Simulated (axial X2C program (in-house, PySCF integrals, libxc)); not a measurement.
# RuF⁻: properties at the nuclei

Aim: properties at the nuclei of RuF⁻, with spin–orbit coupling in the Hamiltonian from the start.

Program: an in-house X2C program for linear molecules on PySCF integrals. Level of theory: two-component X2C with atomic mean-field terms, Ru dyall-acv3z, F dyall-av3z. These are calculated values, not measurements.

**1. The job**

Input file task.json:

```json
{"zs": [44, 9], "q": -1, "bas": ["dyall-acv3z", "dyall-av3z"], "r0": 1.89, "levels": ["PBE0", "HF", "PBE", "LDA", "B3LYP"], "nst": 3}
```

Keys: zs atomic numbers; q charge; bas basis sets; r0 starting distance in Å; levels methods (HF also brings MP2); nst determinants followed.

Run with:

```console
$ python soeom.py task.json out
```

Nuclei are Gaussian, cores are contracted, and the Gaunt term is on.

**2. Expectation values, lowest determinant**

R = 1.998 Å. State: Ω = 4 (excess of +ω over −ω: ω = 3/2, ω = 5/2).

Output of the PBE0 run:

```text
two-component X2C + atomic mean field  PBE0
basis functions 213  fitting functions 1007  grid points 5079
iter        total energy     max residual
   1      -4628.182014087     7.79e-06
   2      -4628.182014093     7.03e-06
   3      -4628.182014095     3.62e-06
   4      -4628.182014097     2.01e-06
   5      -4628.182014099     1.79e-06
converged
one-electron -6600.75898205  Coulomb 2014.88496383  exact exchange -35.63598634  xc functional -109.30867882  nuclear repulsion 104.88196973  atomic mean-field constant -2.24530046
```

The highest occupied spinor is 65% Ru s, 22% Ru p, 6% F p.

```csv
level,Eeff magnitude (GV/cm),Ws magnitude Ru (kHz),A∥/gI Ru (MHz),qzz Ru (a.u.),A∥/gI F (MHz),qzz F (a.u.)
PBE0,2.64,0.419,269,-1.00,13.2,0.57
HF,4.41,0.671,171,-0.85,14.1,0.47
PBE,2.42,0.391,330,-0.64,11,0.53
LDA,2.44,0.404,362,-0.37,7.48,0.54
B3LYP,2.64,0.423,286,-0.76,13.4,0.56
```

Eeff is the effective electric field on the electron dipole moment in this Ω state and Ws the scalar–pseudoscalar constant (defined with the proton number Z and per Ω); A∥ is the parallel hyperfine constant, which follows by multiplying with the nuclear g factor gI = μI/(I μN); qzz is the electric field gradient, eQq0 = 234.96 MHz × Q/barn × qzz. The operators were transformed with the bare-nucleus X2C matrices.

**3. Expectation values, a higher determinant**

R = 1.998 Å. State: Ω = 5 (excess of +ω over −ω: 2 × ω = 1/2, ω = 3/2, ω = 5/2), 0.35 eV above the lowest in the PBE0 search for states (made at or near this distance, with looser thresholds).

Output of the PBE0 run:

```text
two-component X2C + atomic mean field  PBE0
basis functions 213  fitting functions 1007  grid points 5079
iter        total energy     max residual
   1      -4628.169132351     4.41e-06
   2      -4628.169132354     2.72e-06
   3      -4628.169132355     2.05e-06
converged
one-electron -6602.92028534  Coulomb 2017.11919771  exact exchange -35.65206935  xc functional -109.35264465  nuclear repulsion 104.88196973  atomic mean-field constant -2.24530046
```

The highest occupied spinor is 47% Ru s, 23% Ru d, 22% Ru p.

```csv
level,Eeff magnitude (GV/cm),Ws magnitude Ru (kHz),A∥/gI Ru (MHz),qzz Ru (a.u.),A∥/gI F (MHz),qzz F (a.u.)
PBE0,1.29,0.185,569,-1.10,19.4,0.71
HF,0.337,0.0942,375,-1.63,13.5,0.52
PBE,1.3,0.187,623,-0.83,21.8,0.76
LDA,1.46,0.201,651,-0.82,22.2,0.78
B3LYP,1.44,0.197,582,-1.01,20.5,0.69
```

**4. Expectation values, a higher determinant**

R = 1.998 Å. State: Ω = 2 (excess of +ω over −ω: ω = 1/2, ω = 3/2), 0.39 eV above the lowest in the PBE0 search for states (made at or near this distance, with looser thresholds).

Output of the PBE0 run:

```text
two-component X2C + atomic mean field  PBE0
basis functions 213  fitting functions 1007  grid points 5079
iter        total energy     max residual
   1      -4628.167607473     1.96e-05
   2      -4628.167607508     1.18e-05
   3      -4628.167607518     9.10e-06
   4      -4628.167607531     4.63e-06
   5      -4628.167607534     1.25e-06
   6      -4628.167607534     9.65e-07
converged
one-electron -6602.96783914  Coulomb 2017.17306305  exact exchange -35.64877131  xc functional -109.36072941  nuclear repulsion 104.88196973  atomic mean-field constant -2.24530046
```

The highest occupied spinor is 100% Ru d.

```csv
level,Eeff magnitude (GV/cm),Ws magnitude Ru (kHz),A∥/gI Ru (MHz),qzz Ru (a.u.),A∥/gI F (MHz),qzz F (a.u.)
PBE0,1.7,0.607,769,3.08,23.4,0.57
HF,0.793,0.389,319,2.39,21.4,0.41
PBE,1.53,0.561,874,3.30,21.2,0.60
LDA,1.8,0.636,966,3.41,17.2,0.59
B3LYP,1.86,0.649,817,3.18,24.6,0.56
```

**5. What came out**

| quantity | value |
| --- | --- |
| lowest determinant | Ω = 4 (excess of +ω over −ω: ω = 3/2, ω = 5/2) |
| Eeff magnitude (GV/cm), PBE0 | 2.64 |
| Ws magnitude Ru (kHz), PBE0 | 0.419 |
| A∥/gI Ru (MHz), PBE0 | 269 |
| qzz Ru (a.u.), PBE0 | -1.00 |
| higher determinant | Ω = 5 (excess of +ω over −ω: 2 × ω = 1/2, ω = 3/2, ω = 5/2) |
| Eeff magnitude (GV/cm), PBE0, higher determinant | 1.29 |
| Ws magnitude Ru (kHz), PBE0, higher determinant | 0.185 |
| A∥/gI Ru (MHz), PBE0, higher determinant | 569 |
| qzz Ru (a.u.), PBE0, higher determinant | -1.10 |
| higher determinant | Ω = 2 (excess of +ω over −ω: ω = 1/2, ω = 3/2) |
| Eeff magnitude (GV/cm), PBE0, higher determinant | 1.7 |
| Ws magnitude Ru (kHz), PBE0, higher determinant | 0.607 |
| A∥/gI Ru (MHz), PBE0, higher determinant | 769 |
| qzz Ru (a.u.), PBE0, higher determinant | 3.08 |

In the first state, the effective field runs from 2.42 to 4.41 GV/cm over the mean-field levels. The expectation values come from single determinants, which for open shells can mix terms of unlike spin or miss the lowest Ω, so a determinant need not be a state. Eeff is the effective electric field on the electron dipole moment in this Ω state and Ws the scalar–pseudoscalar constant (defined with the proton number Z and per Ω); A∥ is the parallel hyperfine constant, which follows by multiplying with the nuclear g factor gI = μI/(I μN); qzz is the electric field gradient, eQq0 = 234.96 MHz × Q/barn × qzz. The operators were transformed with the bare-nucleus X2C matrices.
